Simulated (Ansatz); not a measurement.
# NaMoO3: the cost of one run

All numbers are computed with Ansatz 0.2.0 through its Python package. Level of theory: DFT LDA, plane waves, PAW.

## 1. The system

NaMoO3 Pm-3m: The structure is cubic, space group Pm-3m (No. 221). Conventional cell: a = 3.949 Å, b = 3.949 Å, c = 3.949 Å, α = 90.00°, β = 90.00°, γ = 90.00°. Na (site symmetry m-3m) has 12 O at 2.79 Å as nearest neighbours. Around Mo (site symmetry m-3m) lie 6 O at 1.97 Å. O (site symmetry 4/mmm) is surrounded by 2 Mo at 1.97 Å and 4 Na at 2.79 Å.

Na Im-3m: The structure is cubic, space group Im-3m (No. 229). Conventional cell: a = 4.282 Å, b = 4.282 Å, c = 4.282 Å, α = 90.00°, β = 90.00°, γ = 90.00°. Na (site symmetry m-3m) has 8 Na at 3.71 Å as nearest neighbours.

Mo Im-3m: Symmetry: Im-3m, No. 229, cubic system. Conventional cell: a = 3.147 Å, b = 3.147 Å, c = 3.147 Å, α = 90.00°, β = 90.00°, γ = 90.00°. Mo (site symmetry m-3m) has 8 Mo at 2.73 Å as nearest neighbours.

O in a box: The structure is orthorhombic, space group Pmmm (No. 47). The conventional cell has a = 9.000 Å, b = 9.500 Å, c = 10.000 Å, α = 90.00°, β = 90.00°, γ = 90.00°. O (site symmetry mm2) has 1 O at 1.23 Å as nearest neighbours.

No structure file is read: the coordinates are typed or built in the script.

## 2. The script

formation_namoo3.py

```python
# -*- coding: utf-8 -*-
"""Heat of formation of NaMoO3 at zero temperature, after relaxing cells and atoms."""

from collections import Counter
import warnings

import ansatz as az
from ase import Atoms
import numpy as np

CUTOFF = 630
KSPACING = 0.3
FILLING = "cold"
SIGMA = 0.02

POLARISED = {"NaMoO3", "O2"}

GASES = {"O2"}


def solve(name, crystal):
    calc = crystal.calculation()
    calc = calc.mixing("anderson")
    calc = calc.functional(az.Functional.LDA)
    calc = calc.basis(CUTOFF)
    calc = calc.kpoints(spacing=KSPACING)
    calc = calc.occupations(FILLING, width=SIGMA).stress()
    if name in POLARISED:
        calc = calc.spin("collinear")
    if name in GASES:
        return calc.kpoints(1, 1, 1).relax(force_tolerance=0.02, max_steps=60).run(threads=1, backend="cpu")
    calc = calc.relax(force_tolerance=0.02, max_steps=60, cell=True)
    return calc.run(threads=1, backend="cpu")


def counts(outcome):
    return Counter(site.symbol for site in outcome.lattice.sites)

def formation_energy(outcome, mu):
    n = counts(outcome)
    return (outcome.report["energy_sigma0_ev"] - sum(k * mu[element] for element, k in n.items())) / sum(n.values())


def volume_per_atom(outcome):
    return abs(np.linalg.det(outcome.lattice.cell_ang)) / len(outcome.lattice.sites)


def main():
    warnings.simplefilter("ignore", az.DeckWarning)

    phases = {}
    namoo3 = (
        az.Lattice.cubic(3.948882)
        .space_group(221)
        .atom("Na", (0.5, 0.5, 0.5))
        .atom("Mo", (0.0, 0.0, 0.0))
        .atom("O", (0.5, 0.0, 0.0))
        .moments(Mo=1.0)
    )
    phases["NaMoO3"] = namoo3
    na = (
        az.Lattice.of((-2.141, 2.141, 2.141), (2.141, -2.141, 2.141), (2.141, 2.141, -2.141))
        .atom("Na", (0.0, 0.0, 0.0))
    )
    phases["Na"] = na
    atoms = Atoms(
        ["Mo"],
        scaled_positions=[
            (0.0, 0.0, 0.0),
        ],
        cell=[
            (-1.573415, 1.573415, 1.573415),
            (1.573415, -1.573415, 1.573415),
            (1.573415, 1.573415, -1.573415),
        ],
        pbc=True,
    )
    mo = az.Crystal.from_ase(atoms)
    phases["Mo"] = mo
    o2 = (
        az.Lattice.orthorhombic(9.0, 9.5, 10.0)
        .space_group(47, hermann_mauguin="Pmmm")
        .atom("O", (0.5, 0.5, 0.4385))
        .moments(O=1.0)
    )
    phases["O2"] = o2

    done = {}
    for name, crystal in phases.items():
        done[name] = solve(name, crystal)
        print(f"{name}: {done[name].report['energy_sigma0_ev']:.4f} eV, {len(done[name].lattice.sites)} atoms")

    # chemical potentials of the elements at zero temperature
    references = {"Na": "Na", "Mo": "Mo", "O": "O2"}
    mu = {element: done[name].report["energy_sigma0_ev"] / len(done[name].lattice.sites) for element, name in references.items()}

    target = done["NaMoO3"]
    heat = formation_energy(target, mu)
    for element, value in mu.items():
        print(f"mu({element}) = {value:.4f} eV from {references[element]}, {volume_per_atom(done[references[element]]):.2f} A^3/atom")
    print(f"formation energy of NaMoO3: {heat:.4f} eV/atom = {96.4853 * heat:.1f} kJ/mol of atoms")
    # no correction for the overbinding of the gas molecule is applied


if __name__ == "__main__":
    main()
```

## 3. The input behind the calls

The engine receives this input (first run):

```yaml
crystal:
  lattice:
    bravais: cubic
    a: 3.948882
  space_group: 221
  atoms:
    - { symbol: Na, position: [0.5, 0.5, 0.5] }
    - { symbol: Mo, position: [0.0, 0.0, 0.0] }
    - { symbol: O, position: [0.5, 0.0, 0.0] }
basis:
  ecutwfc: 630.0
kpoints:
  mp_grid:
    kspacing: 0.3
hamiltonian:
  xc: lda
magnetization:
  spin_polarized: true
  per_species:
    Mo: 1.0
scf:
  mixing:
    algorithm: anderson
  occupations:
    method: cold
    width: 0.02
relax:
  f_tol: 0.02
  max_steps: 60
  cell: {}
output:
  stress: true
```

## 4. Launch

Run with:

```sh
python formation_namoo3.py
```

**Question.** How long does this script take on 1 thread of Arm Neoverse V2, shared host, and how much memory does it need?

About 47 s, with a peak of 0.92 GiB.
